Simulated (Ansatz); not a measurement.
Task: a rigid scan of one bond angle of H3SbTe, SMILES [SbH2][TeH], with the Ansatz DFT code, driven from Python. Give the script and its output. Use (for the species named): r2scan0, def2-SVP basis, multiplicity 1.

```xyz
5

Sb   -0.7592   -1.0380   -0.5291
Te    0.1588    1.5741   -1.0154
H    -1.2488   -0.5815    1.1080
H     0.8654   -1.5500   -0.0745
H     1.0336    1.5218    0.4697
```

Script `bend_h3sbte.py`:
```python
"""Bending curve of H3SbTe."""

import ansatz
from ase import Atoms

BASIS_SET = "def2-SVP"
FUNCTIONAL = "R2SCAN0"
FORCE_TOL = 0.02

atoms = Atoms(["Sb", "Te", "H", "H", "H"], positions=[
    (-0.7592, -1.038, -0.5291),
    (0.1588, 1.5741, -1.0154),
    (-1.2488, -0.5815, 1.108),
    (0.8654, -1.55, -0.0745),
    (1.0336, 1.5218, 0.4697),
])

# start the scan from a relaxed geometry
first = (
    ansatz.Crystal.molecule_from_ase(atoms).calculation()
    .basis(gaussian=BASIS_SET)
    .functional(FUNCTIONAL)
    .relax(force_tolerance=FORCE_TOL, max_steps=80)
)
atoms.positions = first.run(threads=1, pin="off").report["positions_ang"]

rows = []
for angle in [90, 100, 110, 120, 135, 150, 165, 179]:
    bent = atoms.copy()
    bent.set_angle(0, 1, 4, angle, indices=[4])
    model = (
        ansatz.Crystal.molecule_from_ase(bent).calculation()
        .basis(gaussian=BASIS_SET)
        .functional(FUNCTIONAL)
    )
    rows.append((angle, model.run(threads=1, pin="off").report["free_energy_ev"]))
floor = min(e for _, e in rows)
for angle, e in rows:
    print(f"angle Sb0-Te1-H4 = {angle:3d} deg   {1000 * (e - floor):9.1f} meV")
```

`python bend_h3sbte.py` gives:
```text
angle Sb0-Te1-H4 =  90 deg         0.0 meV
angle Sb0-Te1-H4 = 100 deg         6.1 meV
angle Sb0-Te1-H4 = 110 deg       104.1 meV
angle Sb0-Te1-H4 = 120 deg       289.9 meV
angle Sb0-Te1-H4 = 135 deg       721.3 meV
angle Sb0-Te1-H4 = 150 deg      1312.6 meV
angle Sb0-Te1-H4 = 165 deg      2010.2 meV
angle Sb0-Te1-H4 = 179 deg      2549.4 meV
```

The scan is rigid, and the energies are electronic, in a modest basis. The zero is the lowest point of the grid, which needn't be the minimum. def2 sets replace the cores of elements past krypton by effective core potentials. Hardware and time: 57 s on 1 thread of Arm Neoverse V2, on a shared host, peak memory 0.23 GiB.
